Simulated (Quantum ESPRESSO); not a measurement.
## HPbNO4 in Quantum ESPRESSO: the effect of functional

The system is HPbNO4.

```
H Pb N O
1.0
     6.85877    0.00000    0.00000
     0.00000    4.22865    0.00000
    -3.39101    0.00000    7.27459
H Pb N O
2 2 2 8
Cartesian
  -0.1737 3.1715 3.6904
  3.6414 1.0572 3.5842
  1.1071 1.0572 2.0728
  2.3607 3.1715 5.2018
  -1.3602 3.1715 6.0792
  4.8280 1.0572 1.1954
  0.7313 3.1715 3.2982
  -0.1410 3.1715 6.3217
  -2.2099 3.1715 7.0227
  -1.7846 3.1715 4.8707
  2.7365 1.0572 3.9764
  3.6087 1.0572 0.9529
  5.6777 1.0572 0.2519
  5.2524 1.0572 2.4039
```

The cell was built by a generator and needn't be a form met in nature.

Alike in all runs:

| Quantity | Value |
| --- | --- |
| Program | Quantum ESPRESSO 7.5 |
| Task | band structure |
| Potentials or basis | SG15 PBE 1.2 |
| Cutoff | 1197 eV |
| Density cutoff | 4789 eV |
| k mesh | 4 × 4 × 3 |
| Occupations | fermi-dirac, width 0.05 eV |
| Spin | no spin polarisation |

```csv
functional,gap on the mesh (eV),pressure (GPa),largest force (eV/Å)
LDA,3.03,-3.6,0.69
PBEsol,?,?,?
PBE,3.10,0.1,0.12
```

Q: What does the run with functional PBEsol give?

A: gap on the mesh 3.08 eV; pressure -1.9 GPa; largest force 0.31 eV/Å.

Caveats: spin-orbit coupling is left out, which as a rule narrows the gap of such compounds by several tenths of an eV; the potentials were made for another functional, which shifts forces and pressure (some runs); some levels on the path didn't converge (some runs).

A k mesh can miss the band edges.
